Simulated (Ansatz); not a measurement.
# Sr4HfO: the cost of one run

Method: DFT PBE, scalar-relativistic, plane waves, PAW, in Ansatz 0.2.0.

2 further runs of the same task are left out: 1 that didn't finish, 1 set aside as unsound or not needed.

**1. Starting point**

It takes space group P6/mmm (No. 191, hexagonal). Conventional cell: a = 4.838 Å, b = 4.838 Å, c = 7.876 Å, α = 90.00°, β = 90.00°, γ = 120.00°. Around Sr (site symmetry 3m) lie 4 Sr at 2.79 to 3.20 Å and 3 Hf at 3.22 Å and 3 O at 3.64 Å. Around Hf (site symmetry 6/mmm) lie 12 Sr at 3.22 Å and 2 O at 3.94 Å. O (site symmetry 6/mmm) is surrounded by 12 Sr at 3.64 Å and 2 Hf at 3.94 Å.

Structure file:

```cif
data_structure
_symmetry_space_group_name_H-M 'P6/mmm'
_symmetry_Int_Tables_number 191
_cell_length_a 4.8378
_cell_length_b 4.8378
_cell_length_c 7.8765
_cell_angle_alpha 90.000
_cell_angle_beta 90.000
_cell_angle_gamma 120.000
_cell_volume 159.65
loop_
_atom_site_label
_atom_site_type_symbol
_atom_site_symmetry_multiplicity
_atom_site_Wyckoff_symbol
_atom_site_fract_x
_atom_site_fract_y
_atom_site_fract_z
_atom_site_occupancy
Sr1 Sr 4 h 0.33333 0.66667 0.29717 1
Hf1 Hf 1 b 0.00000 0.00000 0.50000 1
O1 O 1 a 0.00000 0.00000 0.00000 1
```

Recipe of the guess: random cell by space group and Wyckoff sites (P6/mmm, No. 191). The dimensions are guesses.

**2. Probe: one point on a coarse mesh**

Input file input.yaml:

```yaml
crystal:
  lattice:
    - [4.83783535, 0.0, 0.0]
    - [-2.41891767, 4.18968831, 0.0]
    - [0.0, 0.0, 7.87649239]
  atoms:
    - { symbol: Sr, position: [0.33333333, 0.66666667, 0.29717092] }
    - { symbol: Sr, position: [0.66666667, 0.33333333, 0.29717092] }
    - { symbol: Sr, position: [0.66666667, 0.33333333, 0.70282908] }
    - { symbol: Sr, position: [0.33333333, 0.66666667, 0.70282908] }
    - { symbol: Hf, position: [0.0, 0.0, 0.5] }
    - { symbol: O, position: [0.0, 0.0, 0.0] }
basis:
  ecutwfc: 420
kpoints:
  mp_grid: { grid: [6, 6, 2] }
hamiltonian:
  xc: pbe
scf:
  occupations: { method: gaussian, width: 0.1 }
  lower_state_search: "off"
output:
  forces: true
  stress: true
  eigenvalues: true
```

Started as:

```sh
ansatz run input.yaml --threads 1 --pin off --max-ram 2560MiB --backend cpu --events-out ev --progress --plain --runs-dir out
```

Q: Estimate wall time and peak memory on 1 thread of Intel Xeon at 2.70GHz, shared host.

About 9.9 s, with a peak of 0.46 GiB.
